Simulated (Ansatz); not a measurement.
# C2H9NOSi: molecular dynamics

Aim: follow the molecule's vibrations and see whether its bonds hold. The start is relaxed first. Runs: 40 steps of 4 fs under a Langevin thermostat at 1500 K. SMILES of the start: CN(C)[SiH2]O.

Method: RKS PBE0-D4/6-31G, in Ansatz 0.2.0.

## 1. The starting structure

Bond lengths: Si1–N2 1.820 Å, N2–C3 1.470 Å, C3–H4 1.110 Å, C3–H5 1.110 Å, C3–H6 1.110 Å, N2–C7 1.470 Å, C7–H8 1.110 Å, C7–H9 1.110 Å, C7–H10 1.110 Å, Si1–H11 1.460 Å, Si1–O12 1.679 Å, O12–H13 1.010 Å, Si1–H14 1.459 Å. Angles (14 of 22 angles, heavy atoms first): Si1–N2–C3 120.0°, Si1–N2–C7 120.0°, C3–N2–C7 120.0°, N2–Si1–O12 109.5°, N2–Si1–H11 109.5°, N2–Si1–H14 109.5°, H11–Si1–O12 109.5°, O12–Si1–H14 109.5°, N2–C3–H4 109.5°, N2–C3–H5 109.5°, N2–C3–H6 109.5°, N2–C7–H8 109.5°, N2–C7–H9 109.5°, N2–C7–H10 109.5°.

Coordinates:

```xyz
14

Si    0.0000    0.0000    0.0000
N     0.0000    0.0000    1.8200
C    -1.2162   -0.3762    2.5550
H    -1.8642   -0.9999    1.9045
H    -0.9378   -0.9533    3.4614
H    -1.7663    0.5401    2.8549
C     1.2162    0.3762    2.5550
H     1.4641   -0.4163    3.2916
H     2.0585    0.4943    1.8418
H     1.0457    1.3351    3.0874
H     1.3768    0.0000   -0.4862
O    -0.7913    1.3709   -0.5594
H    -1.7491    1.1401   -0.7818
H    -0.6877   -1.1914   -0.4862
```

## 2. Preparing the start

The input, input.yaml:

```yaml
crystal:
  periodic: [false, false, false]
  atoms:
    - { symbol: Si, position_ang: [0.0, 0.0, 0.0] }
    - { symbol: "N", position_ang: [0.0, 0.0, 1.82] }
    - { symbol: C, position_ang: [-1.2162, -0.3762, 2.555] }
    - { symbol: H, position_ang: [-1.8642, -0.9999, 1.9045] }
    - { symbol: H, position_ang: [-0.9378, -0.9533, 3.4614] }
    - { symbol: H, position_ang: [-1.7663, 0.5401, 2.8549] }
    - { symbol: C, position_ang: [1.2162, 0.3762, 2.555] }
    - { symbol: H, position_ang: [1.4641, -0.4163, 3.2916] }
    - { symbol: H, position_ang: [2.0585, 0.4943, 1.8418] }
    - { symbol: H, position_ang: [1.0457, 1.3351, 3.0874] }
    - { symbol: H, position_ang: [1.3768, 0.0, -0.4862] }
    - { symbol: O, position_ang: [-0.7913, 1.3709, -0.5594] }
    - { symbol: H, position_ang: [-1.7491, 1.1401, -0.7818] }
    - { symbol: H, position_ang: [-0.6877, -1.1914, -0.4862] }
basis:
  gaussian: { orbitals: "6-31G" }
hamiltonian:
  xc: pbe0
  dispersion: d4
relax:
  f_tol: 0.02
  max_steps: 40
```

Launch:

```
> ansatz run input.yaml --threads 1 --pin off --max-ram 2048MiB --backend cpu --events-out ev --progress --plain --runs-dir out
```

Further steps of the session: Dynamics.

What does the calculation give? Wanted: relaxation of the start; temperature, first and last step; temperature, second half; potential energy, second half; bonds formed or broken.

**Answer**, as computed:

```
                        quantity                              value
         relaxation of the start            8 moves, 0.470 eV lower
                          length                   40 steps of 4 fs
temperature, first and last step                    1393 and 1581 K
        temperature, second half  mean 9713 K, from 1581 to 46272 K
   potential energy, second half      +4266 meV/atom from the start
          bonds formed or broken                                 13
```

The temperature runs away to 992868 K: the integration has become unstable, and nothing after that is physical. Averages from a run of 160 fs with 14 atoms are rough. The nuclei move classically, without zero-point motion, which matters most for hydrogen. In so small a basis the energies are only a sketch.
